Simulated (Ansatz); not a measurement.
**CH5GeS radical: up Jacob's ladder to CCSD(T)**

The task here is to estimate one member of a computed series from the others.

Method: functionals in def2-TZVPP, the program's frozen cores in correlated methods; program: Ansatz 0.2.0, Gaussian basis.

The runs, in order: LDA (SPW92), PBE-D4, revPBE-D4, BLYP-D4, r2SCAN-D4, B97M-V, PBE0-D4, B3LYP-D4, r2SCANh-D4, r2SCAN0-D4, HSE06-D4, BHLYP-D4, CAM-B3LYP-D4, LC-ωPBE, ωB97X-V, ωB97M-V, B2PLYP, PBE-QIDH; CCSD(T)/def2-SVP; CCSD(T)/def2-TZVPP; MP2/def2-QZVPP; extrapolation to the limit; RPA on PBE.

### The geometry

All runs share one geometry, relaxed beforehand with PBE0-D4 in a triple-zeta def2 set.

SMILES `C[S][GeH2]`, 8 atoms, charge 0, spin multiplicity 2.

Atoms are counted from 1 here; the program's logs count them from 0.

Bond lengths: C1–S2 1.812 Å, C1–H4 1.089 Å, C1–H5 1.090 Å, C1–H6 1.090 Å, S2–Ge3 2.207 Å, Ge3–H7 1.554 Å, Ge3–H8 1.546 Å. Angles: S2–C1–H4 111.0°, S2–C1–H5 111.1°, S2–C1–H6 106.7°, H4–C1–H5 110.0°, H4–C1–H6 108.8°, H5–C1–H6 109.0°, C1–S2–Ge3 100.5°, S2–Ge3–H7 108.4°, S2–Ge3–H8 105.4°, H7–Ge3–H8 110.7°.

Set-up of the first run:

File in.yaml:

```yaml
crystal:
  periodic: [false, false, false]
  atoms:
    - {symbol: C, position_ang: [-0.638755, 1.117072, -0.402116]}
    - {symbol: S, position_ang: [-0.851676, -0.165660, 0.859555]}
    - {symbol: Ge, position_ang: [0.635302, -1.648882, 0.181677]}
    - {symbol: H, position_ang: [-0.953794, 0.758653, -1.381499]}
    - {symbol: H, position_ang: [0.395589, 1.457808, -0.444751]}
    - {symbol: H, position_ang: [-1.275792, 1.952154, -0.111131]}
    - {symbol: H, position_ang: [1.964601, -0.906342, -0.127144]}
    - {symbol: H, position_ang: [0.816726, -2.622005, 1.369510]}
basis:
  gaussian: {orbitals: def2-TZVPP}
magnetization: {spin_polarized: true, initial_magnetization: 1}
hamiltonian: {xc: lda}
output: {orbitals: {seedname: orbitals}}
```

On the command line:

```bash
$ ansatz run in.yaml --threads 4 --pin off --events-out ev --progress --plain --max-ram 10444MiB
```

Steps of the session up to this table: LDA; PBE-D4 (GGA); revPBE-D4 (GGA); BLYP-D4 (GGA); r2SCAN-D4 (meta-GGA); B97M-V (meta-GGA); PBE0-D4 (hybrid); B3LYP-D4 (hybrid); r2SCANh-D4 (hybrid); r2SCAN0-D4 (hybrid); HSE06-D4 (hybrid); BHLYP-D4 (hybrid); CAM-B3LYP-D4 (range-separated); LC-ωPBE (range-separated); ωB97X-V (range-separated); ωB97M-V (range-separated); B2PLYP (double hybrid); PBE-QIDH (double hybrid).

One of the session's tables, all rows but one given; the rest of the session is left out.

It belongs to the step «Orbital energies across the functionals». 

```
  functional  HOMO (eV)  LUMO (eV)  gap (eV)
 LDA (SPW92)      -4.72      -3.96      0.77
      PBE-D4      -4.71      -3.64      1.07
   revPBE-D4      -4.69      -3.52      1.17
     BLYP-D4      -4.52      -3.64      0.88
   r2SCAN-D4      -5.05      -3.33      1.72
      B97M-V      -4.95      -3.72      1.23
     PBE0-D4      -5.82      -2.78      3.03
    B3LYP-D4      -5.56      -3.15      2.41
  r2SCANh-D4      -5.46      -3.02      2.44
  r2SCAN0-D4      -6.06      -2.55      3.51
    HSE06-D4      -5.43      -3.16      2.27
    BHLYP-D4          ?          ?         ?
CAM-B3LYP-D4      -7.02      -1.89      5.13
     LC-ωPBE      -8.41      -0.54      7.86
     ωB97X-V      -7.95      -0.96      6.99
     ωB97M-V      -7.77      -1.03      6.74
```

**Question.** Estimate the row for BHLYP-D4.

Worked estimate for «HOMO (eV)». Against the share of exact exchange, BLYP-D4 (0, -4.52), B3LYP-D4 (0.2, -5.56) give a slope of -5.20 per unit share; at 0.5 the line stands at -7.12.

**Answer.** HOMO (eV): -6.75; LUMO (eV): -1.99; gap (eV): 4.76. In «HOMO (eV)» the line misses by -0.37.
